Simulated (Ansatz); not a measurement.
# Tl (Thallium): the cost of one run

Method: DFT r²SCAN, frozen-core PAW and all-electron LAPW, scalar-relativistic unless said, in Ansatz 0.2.0.

### Step 1. Starting point

It takes space group P6_3/mmc (No. 194, hexagonal). Conventional cell: a = 3.456 Å, b = 3.456 Å, c = 5.525 Å, α = 90.00°, β = 90.00°, γ = 120.00°. Tl (site symmetry -6m2) has 12 Tl at 3.41 to 3.46 Å as nearest neighbours.

Coordinates:

```cif
data_structure
_symmetry_space_group_name_H-M 'P6_3/mmc'
_symmetry_Int_Tables_number 194
_cell_length_a 3.4560
_cell_length_b 3.4560
_cell_length_c 5.5250
_cell_angle_alpha 90.000
_cell_angle_beta 90.000
_cell_angle_gamma 120.000
_cell_volume 57.15
loop_
_atom_site_label
_atom_site_type_symbol
_atom_site_symmetry_multiplicity
_atom_site_Wyckoff_symbol
_atom_site_fract_x
_atom_site_fract_y
_atom_site_fract_z
_atom_site_occupancy
Tl1 Tl 2 c 0.33333 0.66667 0.25000 1
```

Cartesian axes are those of the input's lattice vectors. The structure goes back to a database entry.

### Step 2. Cell and atoms relaxed, PAW

input.yaml

```yaml
crystal:
  lattice:
    - [3.45600000001, 0.0, 0.0]
    - [-1.728, 2.99298379549, 0.0]
    - [0.0, 0.0, 5.525]
  atoms:
    - { symbol: Tl, position: [0.333333333333, 0.666666666667, 0.25] }
    - { symbol: Tl, position: [0.666666666667, 0.333333333333, 0.75] }
kpoints:
  mp_grid: { grid: [12, 12, 6] }
scf:
  occupations: { method: fermi_dirac, width: 0.1 }
hamiltonian:
  xc: r2scan
  pseudopotentials: { kind: paw }
relax:
  f_tol: 0.002
  max_steps: 80
  cell: {}
output:
  forces: true
  stress: true
```

Run with:

```console
$ ansatz run input.yaml --threads 1 --pin off --max-ram 3072MiB --backend cpu --events-out ev --progress --plain --runs-dir out
```

What time and memory should one allow on 1 thread of Arm Neoverse V1, shared host?

About 52 s, with a peak of 0.51 GiB.
